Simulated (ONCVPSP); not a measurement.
# Pseudopotential generation for selenium: ONCV, PBEsol

Task: generate the file, and judge it by its errors in other configurations, its logarithmic derivatives, its ghosts and its cutoff.

Program: ONCVPSP 4.0.1. Reference atom: PBEsol, scalar-relativistic, spherical and spin-unpolarised. All values are calculated.

## Step 1: Settings

Typed settings, in words:

- element: selenium (Se, Z = 34)
- type: optimised norm-conserving Vanderbilt (ONCV)
- frozen core: [Ne] 3s2
- valence charge: 22
- reference configuration: 3p6 3d10 4s2 4p2 (charge +2)
- partial waves: 4s: rc 1.40 bohr, ncon 4, nbas 8, qcut 4.4 1/bohr, 2 projectors, debl 0.8 Ha; 3p+4p: rc 1.10 bohr, ncon 4, nbas 8, qcut 16 1/bohr, 2 projectors; 3d: rc 0.65 bohr, ncon 4, nbas 8, qcut 28 1/bohr, 3 projectors, debl 2.5 Ha
- local potential: polynomial inside 0.55 bohr (lpopt 5, dvloc0 0 Ha)
- core correction: not asked for

The outer shells as boxes (Hund's rule for the drawing; the calculation is spin-unpolarised):

```
[Ne] core
3s [↑↓]
3p [↑↓][↑↓][↑↓]
3d [↑↓][↑↓][↑↓][↑↓][↑↓]
4s [↑↓]
4p [↑ ][↑ ][  ]
```

An earlier all-electron run gives the scale for the radii.

All-electron outer shells of the reference configuration (PBEsol, scalar-relativistic, ld1.x):

| shell | level (eV) | outermost node (bohr) | outermost maximum (bohr) |
| --- | --- | --- | --- |
| 2p | -1435.88 | – | 0.13 |
| 3s | -235.86 | 0.24 | 0.50 |
| 3p | -175.51 | 0.21 | 0.50 |
| 3d | -75.82 | – | 0.45 |
| 4s | -37.67 | 0.70 | 1.47 |
| 4p | -25.49 | 0.73 | 1.69 |

## Step 2: Generating the potential

Input file Se.dat:

```
# ATOM AND REFERENCE CONFIGURATION
# atsym  z   nc   nv     iexc    psfile
  Se 34.00    4    4  -116133      upf
#
#   n    l    f
    1    0    2.00
    2    0    2.00
    2    1    6.00
    3    0    2.00
    3    1    6.00
    3    2   10.00
    4    0    2.00
    4    1    2.00
#
# PSEUDOPOTENTIAL AND OPTIMIZATION
# lmax
    2
#
#   l,   rc,      ep,       ncon, nbas, qcut
    0    1.40    0.00    4    8    4.40
    1    1.10    0.00    4    8   16.00
    2    0.65    0.00    4    8   28.00
#
# LOCAL POTENTIAL
# lloc, lpopt,  rc(5),   dvloc0
    4    5    0.55    0.00
#
# VANDERBILT-KLEINMAN-BYLANDER PROJECTORs
# l, nproj, debl
    0    2    0.80
    1    2    2.30
    2    3    2.50
#
# MODEL CORE CHARGE
# icmod, fcfact, rcfact
    0    0.00    0.00
#
# LOG DERIVATIVE ANALYSIS
# epsh1, epsh2, depsh
   -8.00    5.00    0.04
#
# OUTPUT GRID
# rlmax, drl
    6.00    0.01
#
# TEST CONFIGURATIONS
# ncnf
    4
# nvcnf
#   n    l    f
    4
    3    1    6.00
    3    2   10.00
    4    0    2.00
    4    1    4.00
#
    4
    3    1    6.00
    3    2   10.00
    4    0    2.00
    4    1    3.00
#
    4
    3    1    6.00
    3    2   10.00
    4    0    2.00
    4    1    1.00
#
    4
    3    1    5.00
    3    2   10.00
    4    0    2.00
    4    1    4.00
#
```

Launch:

```
$ oncvpsp.x < Se.dat > Se.out
```

Q: Predict the outcome of this session. Wanted: cutoffs for 1 and 0.1 mHa per electron, occupied waves; bound ghosts; GHOST(+) flags; largest miss of a reference level; largest test error; largest phase difference near zero energy, channels read; projector energies reset by the program.

As calculated:

| quantity | value |
| --- | --- |
| cutoffs for 1 and 0.1 mHa per electron, occupied waves | 266 Ha and 304 Ha |
| bound ghosts | s at -415.93 eV |
| GHOST(+) flags | s at 165 eV |
| largest miss of a reference level | 17 meV (3d) |
| largest test error (AE − PS) | -82 meV, for 3p5 3d10 4s2 4p4 |
| largest phase difference near zero energy, channels read | 0.000 rad |
| projector energies reset by the program | s: -1.384, 0.250 Ha; d: -2.786, 0.250, 2.750 Ha |

**Reading.** It has a bound ghost (s), a state that the atom doesn't have, and that rules the file out. The worst unpolarised test, 3p5 3d10 4s2 4p4, is off by 82 meV on 132.9 eV; by total energies transferability rates as fair. That test lies far up in energy; among those under 40 eV, nearer to bonding, the largest error is 4.6 meV. It counts as very hard, with 266 Ha needed at the looser tolerance. At the looser tolerance the 3d wave is the slowest; 3p needs 73 Ha. Near zero energy the phases of the channels with partial waves agree within 0.001 rad. The program also flags highly localised states, GHOST(+) (s). All of this concerns the isolated atom, not yet a solid.
